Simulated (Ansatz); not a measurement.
# SiNi3: the cost of one run

Program: the Python package of Ansatz 0.2.0. Level of theory: DFT PBE, plane waves, PAW. These are calculated values, not measurements.

The COD entry's cell or inner coordinates are ideal or old and differ from later refinements, so a difference from it is no clean test against experiment.

**1. Starting point**

The structure is cubic, space group Pm-3m (No. 221). Conventional cell: a = 3.542 Å, b = 3.542 Å, c = 3.542 Å, α = 90.00°, β = 90.00°, γ = 90.00°. Around Si (site symmetry m-3m) lie 12 Ni at 2.50 Å. Ni (site symmetry 4/mmm) has 4 Si at 2.50 Å and 8 Ni at 2.50 Å as nearest neighbours.

The script holds or builds the structure itself.

**2. The script**

The input, vcrelax.py:

```python
"""Relax cell and ions of SiNi3."""

import warnings

import ansatz as az
import matplotlib.pyplot as plt
import numpy as np

def edges_and_angles(cell):
    cell = np.asarray(cell)
    a, b, c = np.linalg.norm(cell, axis=1)
    cosines = cell[1] @ cell[2] / (b * c), cell[0] @ cell[2] / (a * c), cell[0] @ cell[1] / (a * b)
    return (a, b, c, *np.degrees(np.arccos(cosines)))

warnings.simplefilter("ignore", az.DeckWarning)

system = (
    az.Lattice.cubic(3.542)
    .space_group(221)
    .atom("Si", [0.0, 0.0, 0.0])
    .atom("Ni", [0.0, 0.5, 0.5])
    .moments(Ni=1.5)
)

# a pressure is positive in compression
job = (
    system.calculation()
    .functional("pbe")
    .basis(18 * az.Ha)
    .kpoints(8, center="gamma")
    .occupations("Methfessel-Paxton", width=0.05)
    .spin(az.SpinTreatment.COLLINEAR)
    .relax(max_steps=60, pressure=1)
    .density()
)
steps = []


def follow(event):
    if event["event"] != "relax_step":
        return
    row = event["data"]
    steps.append(row)
    print(f"step {row['step']:3d}  E = {row['lagrangian_ev']:.5f} eV  largest force component = {row['allowed_force_max_ev_ang']:.4f} eV/A  P = {row['pressure_gpa']:.3f} GPa")


out = job.session().plan(threads=1).execute(on_event=follow)
rep = out.report

first, last = steps[0], steps[-1]
symbols = [site.symbol for site in out.lattice.sites]
print(f"energy gained {first['lagrangian_ev'] - last['lagrangian_ev']:.4f} eV in {len(steps) - 1} steps")
for label, vectors in (("before", first["cell_ang"]), ("after", out.lattice.cell_ang)):
    print(label, "a b c (A) {:.4f} {:.4f} {:.4f}  angles {:.2f} {:.2f} {:.2f}".format(*edges_and_angles(vectors)), f" V = {abs(np.linalg.det(vectors)):.3f} A^3")
print("final stress xx yy zz (GPa, compression positive):", np.round(np.diag(rep["stress_gpa"]), 3) + 0.0)

change = np.array(last["positions_ang"]) @ np.linalg.inv(last["cell_ang"]) - np.array(first["positions_ang"]) @ np.linalg.inv(first["cell_ang"])
moved = np.linalg.norm(change @ np.array(last["cell_ang"]), axis=1)
print("displacement within the cell, strain taken out (A):", " ".join(f"{s}:{d:.3f}" for s, d in zip(symbols, moved)))

fig, (top, bottom) = plt.subplots(2, 1, sharex=True, figsize=(4.5, 4))
top.plot([s["lagrangian_ev"] - last["lagrangian_ev"] for s in steps], "o-")
top.set_ylabel("E - E(final) (eV)")
bottom.semilogy([max(s["allowed_force_max_ev_ang"], 1e-6) for s in steps], "s-")
bottom.set(xlabel="step", ylabel="largest force (eV/A)")
fig.tight_layout()
fig.savefig("relax.png", dpi=100)

print("%-22s %14.5f eV" % ("F = E - TS", rep["free_energy_ev"]))
print("%-22s %14.5f eV" % ("E", rep["internal_energy_ev"]))
print("%-22s %14.5f eV" % ("Harris-Foulkes", rep["harris_foulkes_ev"]))
print("%-22s %14.5f eV" % ("Fermi level", rep["fermi_energy_ev"]))

rho = out.density()
up, down = (channel.density_e_per_ang3 for channel in rho.channels)
voxel = rho.cell_volume_ang3 / up.size
print([str(channel.component) for channel in rho.channels], rho.dims)
print(f"integral of up - down {np.sum(up - down) * voxel:.4f}, of its modulus {np.sum(np.abs(up - down)) * voxel:.4f} muB on the grid")
print(f"spin density from {np.min(up - down):.4f} to {np.max(up - down):.4f} e/A^3")

print("site moments (muB):", [round(m, 2) for m in rep["site_moments_mub"]])
print("electrons up, down:", [round(n, 3) for n in rep["spin_occupation_sums"]])
```

**3. What the engine is handed**

The engine receives this input:

```yaml
crystal:
  lattice:
    bravais: cubic
    a: 3.542
  space_group: 221
  atoms:
    - { symbol: Si, position: [0.0, 0.0, 0.0] }
    - { symbol: Ni, position: [0.0, 0.5, 0.5] }
basis:
  ecutwfc: 489.804952427784
kpoints:
  mp_grid:
    grid: [8, 8, 8]
    shift: [0.0, 0.0, 0.0]
hamiltonian:
  xc: pbe
magnetization:
  spin_polarized: true
  per_species:
    Ni: 1.5
scf:
  occupations:
    method: methfessel_paxton
    width: 0.05
relax:
  max_steps: 60
  cell:
    p_target: 1.0
output:
  write_density: true
```

**4. The run**

Run with:

```sh
python vcrelax.py
```

What time and memory should one allow on 1 thread of Arm Neoverse V1, shared host?

About 60 s, with a peak of 0.52 GiB.
